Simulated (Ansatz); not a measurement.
# CdS (Greenockite): a point defect seen from the nuclei (N on an S site), part 2 of 2

Wanted: the field gradients around N on an S site in CdS (Greenockite), cell charge -1, before and after the neighbours move. The cell is a supercell built from a COD entry. Planned: a single point, then a relaxation.

Ansatz 0.2.0; DFT, PBE, plane-wave PAW, default files, scalar-relativistic. Earlier steps stand in the parts before.

## 3. Ions relaxed

File input.yaml:

```yaml
crystal:
  lattice:
    - [8.3, 0.0, 0.0]
    - [-4.15, 7.1880108514, 0.0]
    - [0.0, 0.0, 13.474]
  atoms:
    - { symbol: Cd, position: [0.1666666666, 0.3333333334, 0.0] }
    - { symbol: Cd, position: [0.1666666666, 0.3333333334, 0.5] }
    - { symbol: Cd, position: [0.1666666666, 0.8333333334, 0.0] }
    - { symbol: Cd, position: [0.1666666666, 0.8333333334, 0.5] }
    - { symbol: Cd, position: [0.6666666666, 0.3333333334, 0.0] }
    - { symbol: Cd, position: [0.6666666666, 0.3333333334, 0.5] }
    - { symbol: Cd, position: [0.6666666666, 0.8333333334, 0.0] }
    - { symbol: Cd, position: [0.6666666666, 0.8333333334, 0.5] }
    - { symbol: Cd, position: [0.3333333334, 0.1666666666, 0.25] }
    - { symbol: Cd, position: [0.3333333334, 0.1666666666, 0.75] }
    - { symbol: Cd, position: [0.3333333334, 0.6666666666, 0.25] }
    - { symbol: Cd, position: [0.3333333334, 0.6666666666, 0.75] }
    - { symbol: Cd, position: [0.8333333334, 0.1666666666, 0.25] }
    - { symbol: Cd, position: [0.8333333334, 0.1666666666, 0.75] }
    - { symbol: Cd, position: [0.8333333334, 0.6666666666, 0.25] }
    - { symbol: Cd, position: [0.8333333334, 0.6666666666, 0.75] }
    - { symbol: "N", position: [0.1666666666, 0.3333333334, 0.1875] }
    - { symbol: S, position: [0.1666666666, 0.3333333334, 0.6875] }
    - { symbol: S, position: [0.1666666666, 0.8333333334, 0.1875] }
    - { symbol: S, position: [0.1666666666, 0.8333333334, 0.6875] }
    - { symbol: S, position: [0.6666666666, 0.3333333334, 0.1875] }
    - { symbol: S, position: [0.6666666666, 0.3333333334, 0.6875] }
    - { symbol: S, position: [0.6666666666, 0.8333333334, 0.1875] }
    - { symbol: S, position: [0.6666666666, 0.8333333334, 0.6875] }
    - { symbol: S, position: [0.3333333334, 0.1666666666, 0.4375] }
    - { symbol: S, position: [0.3333333334, 0.1666666666, 0.9375] }
    - { symbol: S, position: [0.3333333334, 0.6666666666, 0.4375] }
    - { symbol: S, position: [0.3333333334, 0.6666666666, 0.9375] }
    - { symbol: S, position: [0.8333333334, 0.1666666666, 0.4375] }
    - { symbol: S, position: [0.8333333334, 0.1666666666, 0.9375] }
    - { symbol: S, position: [0.8333333334, 0.6666666666, 0.4375] }
    - { symbol: S, position: [0.8333333334, 0.6666666666, 0.9375] }
total_charge: -1
kpoints:
  mp_grid: { grid: [3, 3, 2] }
scf:
  occupations: { method: fermi_dirac, width: 0.01 }
hamiltonian:
  xc: pbe
  pseudopotentials: { kind: paw }
output:
  forces: true
  stress: true
  populations: true
  efg:
    quadrupole_moments_barn: { "N": 0.02044, S: -0.0694 }
    contact_densities: true
relax:
  f_tol: 0.03
  max_steps: 40
```

Launch:

```sh
$ ansatz run input.yaml --threads 4 --pin off --max-ram 8192MiB --backend cpu --events-out ev --progress --plain --runs-dir out
```

The log of the run:

```text
Warning: output.stress: scf.convergence.dr2_threshold = 1e-7 eV (the SCF's general default) is looser than the 3.2e-9 eV advised for a printed stress (1e-10 eV for each atom of the cell: 32). What an SCF threshold leaves in a stress goes as its square root, and in the free energy as the threshold itself, and one threshold admits the most on a small cell: of the crystals measured, under no hybrid functional and no lock of the moments, on runs that ended without the residual-converged pass, on stresses that held no estimate of that error, the worst erred by over 100 MPa in a component at 1e-7 eV an atom and by under 5 at 1e-10. Every solve of this run answers to scf.convergence.dr2_threshold, and the tensor of one is reported: a single SCF on the reported geometry and on this run's grids (its basis.xc_grid and basis.ecutrho_ratio typed), with scf.convergence.dr2_threshold at 3.2e-9 eV or tighter, prints it and tightens no other solve. Else set scf.convergence.dr2_threshold to 3.2e-9 eV or tighter. The threshold is an SCF's pass mark: one that does not reach it within its budget of iterations ends unconverged, or closes short of it on a stop that the run arms, and scf.convergence.dr2_threshold's page says what that costs each kind of run
Warning: RAYON_NUM_THREADS=4 ignored (pool sized by the plan → 4); use --threads N
Cd: output.efg is read without spin–orbit coupling, which moves field gradients at and beside such atoms by some per cent and up to a factor of two; PAW files take it under magnetization.noncollinear and magnetization.spin_orbit
Engine: ansatz 0.2.0, x86_64-unknown-linux-gnu
Pseudopotentials: kind: paw
Pseudopotential: Cd, paw, valence charge 20, recommended cutoff 420 eV (normal), Cd.paw.azcp
Pseudopotential: N, paw, valence charge 5, recommended cutoff 420 eV (normal), N.paw.azcp
Pseudopotential: S, paw, valence charge 6, recommended cutoff 420 eV (normal), S.paw.azcp
Functional definition: PBE
  parameter kappa = 0.804
  parameter beta = 0.06672455060314922
  exchange = pbe_x(kappa = kappa, mu = beta*pi^2/3)
  correlation = pbe_c(beta = beta)
Crystal: 32 atoms, lattice volume = 803.865 Å³
Basis set: ecut = 420 eV, 15669 PW (Γ), exchange–correlation on 120×120×192 points (8 copies of the dense FFT grid, shifted against one another)
Bands: 250, of which v1, the nominal top of the filled ones, is band 208 counted from 1 (207 counted from 0)
Symmetry: 6 space group operations
Space group: P3m1 (ITA 156), of the structure as read, at distance tolerance 9.3e-5 Å
k-points: 6 of 18 (time reversal used)
Non-local potential: Cd, projectors of the file, l = 0: 3, l = 1: 2, l = 2: 2, l = 3: 1
Non-local potential: N, projectors of the file, l = 0: 2, l = 1: 2, l = 2: 1
Non-local potential: S, projectors of the file, l = 0: 2, l = 1: 2, l = 2: 2
PAW form: soft (Blöchl's): semilocal exchange-correlation on the pseudo side does not see the compensation charge
PAW one-centre angular grid: Cd, 590 points (default); XC on 64 Gauss nodes
PAW one-centre angular grid: N, 110 points (default); XC on 64 Gauss nodes
PAW one-centre angular grid: S, 110 points (default); XC on 64 Gauss nodes
Initial density: superposition of atomic densities (neutral atoms scaled as one to the charged cell's electrons: chi_scale 0, normalization atom), corrected by the library's trained network
Initial wavefunctions: pseudopotential atomic-orbital guess
Functional: x = pbe(κ = 0.804, μ = 0.2195149727645171), c = pbe(β = 0.06672455060314922)
SCF iter   1: F=—  HF=-145995.389196 eV  |F-HF|=—  |Δ(HF+E_count)|=         —  Δρ=1.44e-2  dr2=3.02e0  ethr=1.77e-3  ⟨swp⟩=6.0  Hψ=5305  notcnv=0  defer=51
preconditioner: auto → Resta (q_TF=auto, 2.445 Å⁻¹)  ε∞=5.0  [insulator: Δε(μ)=0.536 eV  Ē_g=11.087 eV  σ=0.010 eV  W_gap=1.00  n_scr=196 (ndim 8)  ℏωp=22.2 eV  f_vac=0.135  D(μ)=0.00/eV (n_scr^D=0)  ε∞_Penn≈5.0]
SCF iter   2: F=—  HF=-145994.945478 eV  |F-HF|=—  |Δ(HF+E_count)|=   4.44e-1  Δρ=1.12e-2  dr2=1.31e0  ethr=7.26e-4  ⟨swp⟩=2.5  Hψ=2545  notcnv=0  defer=213
preconditioner: auto → LDOS  [insulator: Δε(μ)=0.551 eV  Ē_g=11.229 eV  σ=0.010 eV  W_gap=0.73  n_scr=196 (ndim 8)  ℏωp=22.2 eV  f_vac=0.134  D(μ)=8.31/eV (n_scr^D=34)  ε∞_Penn≈4.9  β→1.0]
SCF iter   3: F=—  HF=-145994.793385 eV  |F-HF|=—  |Δ(HF+E_count)|=   1.52e-1  Δρ=4.59e-3  dr2=1.64e-1  ethr=3.16e-4  ⟨swp⟩=2.0  Hψ=2542  notcnv=0  defer=212
SCF iter   4: F=—  HF=-145994.753411 eV  |F-HF|=—  |Δ(HF+E_count)|=   4.00e-2  Δρ=9.67e-4  dr2=1.48e-2  ethr=3.95e-5  ⟨swp⟩=2.8  Hψ=2136  notcnv=0  defer=212
SCF iter   5: F=—  HF=-145994.753277 eV  |F-HF|=—  |Δ(HF+E_count)|=   1.34e-4  Δρ=5.83e-4  dr2=8.26e-3  ethr=3.55e-6  ⟨swp⟩=2.3  Hψ=2319  notcnv=0  defer=212
SCF iter   6: F=—  HF=-145994.752305 eV  |F-HF|=—  |Δ(HF+E_count)|=   9.72e-4  Δρ=3.41e-4  dr2=2.09e-3  ethr=1.99e-6  ⟨swp⟩=2.0  Hψ=2102  notcnv=0  defer=212
SCF iter   7: F=—  HF=-145994.752205 eV  |F-HF|=—  |Δ(HF+E_count)|=   1.00e-4  Δρ=1.76e-4  dr2=4.93e-4  ethr=5.01e-7  ⟨swp⟩=2.0  Hψ=2315  notcnv=0  defer=212
SCF iter   8: F=—  HF=-145994.752175 eV  |F-HF|=—  |Δ(HF+E_count)|=   3.02e-5  Δρ=7.65e-5  dr2=8.19e-5  ethr=1.19e-7  ⟨swp⟩=2.0  Hψ=2288  notcnv=0  defer=212
SCF iter   9: F=-145994.752174 eV  HF=-145994.752173 eV  |F-HF|=6.26e-7  |Δ(HF+E_count)|=   1.85e-6  Δρ=3.66e-5  dr2=1.33e-5  ethr=5.41e-9  ⟨swp⟩=4.0  Hψ=3971  notcnv=0
SCF 1 converged in 9 iterations: F = -145994.752174 eV  dr2 = 1.33e-5
relax step   1: F+E_penalty+E_count = -145994.75217356 eV  Δ(F+E_penalty+E_count) = +0.000e0 eV  max|allowed force component| = 2.098e0 eV/Å  Δτ_max = 0.0000 Å  (9 SCF iters, dr2 threshold 2.25e-5 eV, accepted)
[... 12 lines left out ...]
relax step   2: F+E_penalty+E_count = -145996.09169164 eV  Δ(F+E_penalty+E_count) = -1.340e0 eV  max|allowed force component| = 1.289e0 eV/Å  Δτ_max = 0.1988 Å  (7 SCF iters, dr2 threshold 1.00e-4 eV, accepted)
[... 9 lines left out ...]
relax step   3: F+E_penalty+E_count = -145996.55526042 eV  Δ(F+E_penalty+E_count) = -4.636e-1 eV  max|allowed force component| = 3.476e-1 eV/Å  Δτ_max = 0.1948 Å  (7 SCF iters, dr2 threshold 1.00e-4 eV, accepted)
[... 8 lines left out ...]
relax step   4: F+E_penalty+E_count = -145996.58077384 eV  Δ(F+E_penalty+E_count) = -2.551e-2 eV  max|allowed force component| = 4.914e-2 eV/Å  Δτ_max = 0.0316 Å  (6 SCF iters, dr2 threshold 8.79e-6 eV, accepted)
[... 9 lines left out ...]
relax step   5: F+E_penalty+E_count = -145996.58229698 eV  Δ(F+E_penalty+E_count) = -1.523e-3 eV  max|allowed force component| = 2.281e-2 eV/Å  Δτ_max = 0.0147 Å  (7 SCF iters, accepted)
NSCF: frozen V_eff on 6 k-points
the band table was solved once a step of the walk had ended and its energy, with any forces and stress, was formed, with the checks that follow a solve (5857 applications of the Hamiltonian). They found nothing against the state; the energy, forces and stress were not computed again (output.eigenvalues in the input reference)
SCF converged after 7 iterations
Free energy (F): -145996.582297 eV
Harris-Foulkes:  -145996.582297 eV  (|F-HF|=1.34e-8)
Internal energy: -145996.582297 eV  (E = F + TS)
E sigma→0 (E₀):  -145996.582297 eV
Fermi energy:    7.221222 eV
--- Per-component energies (eV) ---
[... 15 lines left out ...]
--- Forces (eV/Å), atoms counted from 1 ---
  atom   1  Cd     0.00000000     0.00000000    -0.01187089
  atom   2  Cd     0.00000000     0.00000000     0.00416969
  atom   3  Cd     0.00117090     0.00067602     0.01398005
  atom   4  Cd    -0.00296985    -0.00171464     0.00318020
  atom   5  Cd     0.00000000    -0.00135204     0.01398005
  atom   6  Cd     0.00000000     0.00342929     0.00318020
[... 26 lines left out ...]
  max |Σ_I F_I| component: 1.26e-5 eV/Å
--- Stress (GPa, compression-positive) ---
        0.564569       0.000000      -0.000000
        0.000000       0.564569       0.000000
       -0.000000       0.000000       0.732903
  P = ⅓ Tr σ = 0.6207 GPa (6.207 kbar)
--- PAW observables at the nuclei: V_zz in 10²¹ V/m², potentials from the cell's mean, atoms counted from 1 ---
  atom   1  Cd V_zz =   -13.059449   η = 0.0000   by run symmetry: allowed
            electrostatic potential = -7704.164662 V   contact ρ = 1035906.068196 e/Å³
  atom   2  Cd V_zz =    +0.633112   η = 0.0000   by run symmetry: allowed
            electrostatic potential = -7703.801829 V   contact ρ = 1035902.890203 e/Å³
  atom   3  Cd V_zz =    +1.554784   η = 0.9762   by run symmetry: allowed
            electrostatic potential = -7703.815095 V   contact ρ = 1035902.494133 e/Å³
  atom   4  Cd V_zz =    +2.302025   η = 0.4756   by run symmetry: allowed
            electrostatic potential = -7703.747519 V   contact ρ = 1035902.026940 e/Å³
  atom   5  Cd V_zz =    +1.554784   η = 0.9762   by run symmetry: allowed
            electrostatic potential = -7703.815095 V   contact ρ = 1035902.494135 e/Å³
  atom   6  Cd V_zz =    +2.302025   η = 0.4756   by run symmetry: allowed
            electrostatic potential = -7703.747519 V   contact ρ = 1035902.026942 e/Å³
  atom   7  Cd V_zz =    +1.554784   η = 0.9762   by run symmetry: allowed
            electrostatic potential = -7703.815095 V   contact ρ = 1035902.494133 e/Å³
  atom   8  Cd V_zz =    +2.302025   η = 0.4756   by run symmetry: allowed
            electrostatic potential = -7703.747519 V   contact ρ = 1035902.026940 e/Å³
  atom   9  Cd V_zz =   -12.776261   η = 0.0486   by run symmetry: allowed
            electrostatic potential = -7704.210559 V   contact ρ = 1035904.489460 e/Å³
  atom  10  Cd V_zz =    -1.218069   η = 0.5141   by run symmetry: allowed
            electrostatic potential = -7703.669792 V   contact ρ = 1035902.145056 e/Å³
  atom  11  Cd V_zz =   -12.776261   η = 0.0486   by run symmetry: allowed
            electrostatic potential = -7704.210559 V   contact ρ = 1035904.489465 e/Å³
  atom  12  Cd V_zz =    -1.218069   η = 0.5141   by run symmetry: allowed
            electrostatic potential = -7703.669792 V   contact ρ = 1035902.145038 e/Å³
  atom  13  Cd V_zz =   -12.776261   η = 0.0486   by run symmetry: allowed
            electrostatic potential = -7704.210559 V   contact ρ = 1035904.489460 e/Å³
  atom  14  Cd V_zz =    -1.218069   η = 0.5141   by run symmetry: allowed
            electrostatic potential = -7703.669792 V   contact ρ = 1035902.145056 e/Å³
  atom  15  Cd V_zz =    +3.915354   η = 0.0000   by run symmetry: allowed
            electrostatic potential = -7703.925479 V   contact ρ = 1035903.079968 e/Å³
  atom  16  Cd V_zz =    -0.208962   η = 0.0000   by run symmetry: allowed
            electrostatic potential = -7703.663131 V   contact ρ = 1035902.005724 e/Å³
  atom  17  N  V_zz =    -0.313444   η = 0.0000   by run symmetry: allowed   C_q = -0.1549 MHz
            electrostatic potential = -514.294622 V   contact ρ = 1416.129826 e/Å³
  atom  18  S  V_zz =    -0.099320   η = 0.0000   by run symmetry: allowed   C_q = +0.1667 MHz
            electrostatic potential = -1633.227635 V   contact ρ = 19766.613809 e/Å³
  atom  19  S  V_zz =    -1.558317   η = 0.2688   by run symmetry: allowed   C_q = +2.6150 MHz
            electrostatic potential = -1633.502921 V   contact ρ = 19767.272654 e/Å³
  atom  20  S  V_zz =    +0.156817   η = 0.1679   by run symmetry: allowed   C_q = -0.2632 MHz
            electrostatic potential = -1633.204543 V   contact ρ = 19766.793917 e/Å³
  atom  21  S  V_zz =    -1.558317   η = 0.2688   by run symmetry: allowed   C_q = +2.6150 MHz
            electrostatic potential = -1633.502921 V   contact ρ = 19767.272654 e/Å³
  atom  22  S  V_zz =    +0.156817   η = 0.1679   by run symmetry: allowed   C_q = -0.2632 MHz
            electrostatic potential = -1633.204543 V   contact ρ = 19766.793917 e/Å³
  atom  23  S  V_zz =    -1.558317   η = 0.2688   by run symmetry: allowed   C_q = +2.6150 MHz
            electrostatic potential = -1633.502921 V   contact ρ = 19767.272654 e/Å³
  atom  24  S  V_zz =    +0.156817   η = 0.1679   by run symmetry: allowed   C_q = -0.2632 MHz
            electrostatic potential = -1633.204543 V   contact ρ = 19766.793917 e/Å³
  atom  25  S  V_zz =    -1.662439   η = 0.2894   by run symmetry: allowed   C_q = +2.7897 MHz
            electrostatic potential = -1633.380030 V   contact ρ = 19766.876629 e/Å³
  atom  26  S  V_zz =    -1.572340   η = 0.9503   by run symmetry: allowed   C_q = +2.6385 MHz
            electrostatic potential = -1633.332137 V   contact ρ = 19766.943682 e/Å³
  atom  27  S  V_zz =    -1.662439   η = 0.2894   by run symmetry: allowed   C_q = +2.7897 MHz
            electrostatic potential = -1633.380030 V   contact ρ = 19766.876629 e/Å³
  atom  28  S  V_zz =    -1.572340   η = 0.9503   by run symmetry: allowed   C_q = +2.6385 MHz
            electrostatic potential = -1633.332137 V   contact ρ = 19766.943682 e/Å³
  atom  29  S  V_zz =    -1.662439   η = 0.2894   by run symmetry: allowed   C_q = +2.7897 MHz
            electrostatic potential = -1633.380030 V   contact ρ = 19766.876629 e/Å³
  atom  30  S  V_zz =    -1.572340   η = 0.9503   by run symmetry: allowed   C_q = +2.6385 MHz
            electrostatic potential = -1633.332137 V   contact ρ = 19766.943682 e/Å³
  atom  31  S  V_zz =    -0.999446   η = 0.0000   by run symmetry: allowed   C_q = +1.6772 MHz
            electrostatic potential = -1633.347854 V   contact ρ = 19766.680736 e/Å³
  atom  32  S  V_zz =    +0.777276   η = 0.0000   by run symmetry: allowed   C_q = -1.3043 MHz
            electrostatic potential = -1633.290278 V   contact ρ = 19766.766716 e/Å³
--- Band table (eV; the first three rows and the last of 6) ---
[... 4 lines left out ...]
--- Relaxed structure (5 steps of the walk, 5 accepted, 0 SCFs on fresh bases) ---
  F+E_penalty+E_count = -145996.58229698 eV   max|allowed force component| = 2.281e-2 eV/Å
  atoms:
[... 32 lines left out ...]
--- Löwdin populations: 32 sites ---
  site symbol       q [e]
[... 32 lines left out ...]
  spilling = 0.007601 (of n_electrons = 416.000000)
```

Wall time 1.7 min (4 threads of Intel Xeon Platinum 8375C at 2.90GHz (Ice Lake), shared host); peak memory 4.6 GiB.

Step by step:

```tsv
step	energy change (eV)	largest force component (eV/Å)
1	0.0000	2.098
2	-1.3395	1.289
3	-1.8031	0.348
4	-1.8286	0.049
5	-1.8301	0.023
```

Largest displacement: 0.376 Å (atom 1, Cd); mean 0.088 Å.

State: gap on the mesh 0.80 eV, largest force 0.023 eV/Å, pressure 0.6 GPa.

What changed since step 2 (V_zz in 10²¹ V/m²; 10 of 16 rows, with the four largest changes of size):

```tsv
site	atoms	V_zz, PBE	V_zz, PBE relaxed	η, PBE	η, PBE relaxed
N	17	0.012	-0.31	0.00	0.00
Cd1	1	-0.82	-13.06	0.00	0.00
Cd9	9, 11, 13	-0.49	-12.78	0.73	0.05
S25	25, 27, 29	-0.96	-1.66	0.29	0.29
S26	26, 28, 30	-1.01	-1.57	0.62	0.95
S19	19, 21, 23	-1.22	-1.56	0.89	0.27
Cd2	2	0.076	0.63	0.00	0.00
Cd3	3, 5, 7	-1.12	1.55	0.35	0.98
Cd15	15	0.70	3.92	0.00	0.00
Cd4	4, 6, 8	-0.30	2.30	0.76	0.48
```

The printed gradients, by site: 11 of 16, those nearest the defect, the farthest of each element and the two largest gradients.

```tsv
site	atoms	distance from the defect (Å)	V_zz (10²¹ V/m²)	η	C_Q (MHz)
N	17	0.00	-0.31	0.00	-0.155 (¹⁴N)
Cd1	1	2.18	-13.06	0.00	–
Cd9	9, 11, 13	2.19	-12.78	0.05	–
S25	25, 27, 29	4.05	-1.66	0.29	2.79 (³³S)
S26	26, 28, 30	4.08	-1.57	0.95	2.64 (³³S)
S19	19, 21, 23	4.15	-1.56	0.27	2.61 (³³S)
Cd2	2	4.18	0.63	0.00	–
Cd15	15	4.85	3.92	0.00	–
Cd3	3, 5, 7	4.85	1.55	0.98	–
Cd16	16	7.63	-0.21	0.00	–
S20	20, 22, 24	7.88	0.16	0.17	-0.263 (³³S)
```

Direction of the V_zz axis (Cartesian unit vector):

```tsv
site	atom	x	y	z
Cd1	1	0.00	0.00	1.00
Cd2	2	0.00	0.00	1.00
Cd4	4	0.09	0.05	0.99
Cd9	9	0.83	-0.48	0.29
Cd10	10	-0.21	0.12	0.97
Cd15	15	0.00	0.00	1.00
Cd16	16	0.00	0.00	1.00
N	17	0.00	0.00	1.00
S18	18	0.00	0.00	1.00
```

The sizes of the gradients above 0.15 moved by 73 % in the median, over a factor of two at the site that moves most (small gradients counted from 0.15; Cd9, -0.49 to -12.78), with a change of sign at Cd3, Cd4, S20.

## 4. Simulated spectra, from step 3

³³S (I = 3/2, Q = -69.40 mb) at 9.40 T, Larmor frequency 30.8 MHz. Second-order quadrupolar shifts of the central transition; chemical shifts are not computed, so all sites share one zero.

```tsv
site	count	C_Q (MHz)	η	ν_Q (MHz)	δ_QIS (ppm)
S25	3	2.79	0.29	1.39	-211.5
S26	3	2.64	0.95	1.32	-239.4
S19	3	2.61	0.27	1.31	-185.1
S20	3	-0.263	0.17	0.132	-1.8
```

³³S central transition, under fast magic-angle spinning:

(kHz, intensity): (-16.8, 0), (-15.5, 7), (-14.1, 10), (-12.8, 13), (-11.4, 19), (-10.1, 33), (-8.8, 73), (-7.4, 77), (-6.1, 57), (-4.7, 58), (-3.4, 70), (-2.1, 50), (-0.7, 100), (0.6, 79)

## 5. Summary of results

The summary covers parts 1 to 2.

| quantity | value |
| --- | --- |
| state (step 3) | gap on the mesh 0.80 eV, largest force 0.023 eV/Å, pressure 0.6 GPa |
| V_zz by site, step 3 (10²¹ V/m²) | N -0.31, Cd1 -13.06, Cd9 -12.78, S25 -1.66, S26 -1.57, S19 -1.56, Cd2 0.63, Cd15 3.92, … |
| largest C_Q in size, step 3 | 2.79 MHz, ³³S at S25 |
| step 3 (ions relaxed) against step 2 | 73 % in the median, over a factor of two at the site that moves most (small gradients counted from 0.15; Cd9, -0.49 to -12.78), with a change of sign at Cd3, Cd4, S20 |

The largest gradient sits at Cd1 (1 N at 2.18 Å, 3 S at 2.62 Å). The runs allow no spin. The relaxation kept the symmetry P3m1, so a distorted place of lower energy may have been missed. Relaxing moved atoms by up to 0.38 Å and single gradients by over a factor of two in size at the worst site (73 % in the median) (gradients over 0.15 counted), so at some sites the starting positions were a poor guide. At 9.40 T the ³³S line of the largest coupling listed spans about 15 kHz under magic-angle spinning and 41 kHz static, from the quadrupolar part alone (no shift anisotropy). The defect repeats with the cell of 32 atoms, so it feels its images: sites between two images don't show the values beside a lone defect, and zeros or small values of η there can come from the images' arrangement. Cd and S carry a gradient in the pure host already, so the values there aren't the defect's effect alone. The relaxation keeps the site symmetry 3m of the start, so the impurity can move only along its axis; a start off the site could end lower. A uniform background compensates the cell's charge. With a gap of 0.8 eV on this mesh, small gradients can still move by 0.1 × 10²¹ V/m² or more as the k-mesh gets denser. The program warns that gradients near heavy atoms lack spin–orbit coupling.

The gaps are Kohn-Sham values of a semilocal functional, not quasiparticle or optical gaps. Such gaps usually fall short of the measured ones.
